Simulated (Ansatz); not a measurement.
# TaN+ (octet): the correlation ladder, def2-QZVPP

An exercise on one series of results from a longer session: the logs are not shown, and one member is left open.

Method: def2-QZVPP, core rule «outside noble gas», up to 5 orbitals frozen; program: Ansatz 0.2.0, Gaussian basis.

The runs, in order: UHF; ROHF; CCSD(T) on UHF.

### What is computed

The geometry is a PBE0/def2-TZVP stationary point (not a proven minimum) of the parent state, kept for this charge and spin. No spin-orbit coupling is included. Elements past krypton take def2 core potentials.

2 atoms, charge 1, spin multiplicity 8.

Atoms are counted from 1 here; the program's logs count them from 0.

Bond lengths: Ta1–N2 2.115 Å.

The first run:

in.yaml reads:

```yaml
crystal:
  periodic: [false, false, false]
  atoms:
    - {symbol: Ta, position_ang: [0.000000, 0.000000, 0.000000]}
    - {symbol: N, position_ang: [0.000000, 0.000000, 2.115400]}
basis:
  gaussian: {orbitals: "def2-QZVPP.json"}
total_charge: 1
magnetization: {spin_polarized: true, initial_magnetization: 7}
hamiltonian: {xc: hf}
output: {orbitals: {seedname: orbitals}}
```

Launch:

```sh
$ ansatz run in.yaml --threads 1 --pin off --events-out ev --progress --plain --max-ram 2560MiB --backend cpu
```

Steps of the session up to this table: UHF; ROHF; CCSD(T) on UHF.

One table of the session follows, with a row left open; its other results are not shown here.

```
  method  from UCCSD(T) (kcal/mol)
    ROHF                   +109.95
     UHF                   +104.35
    UMP2                         ?
   UCCSD                     +2.69
UCCSD(T)                         0
```

Q: Estimate the row for UMP2 from the others.

**Answer.** from UCCSD(T) (kcal/mol): +15.55. In the column «from UCCSD(T) (kcal/mol)» it lies between UCCSD (+2.69) and UHF (+104.35).
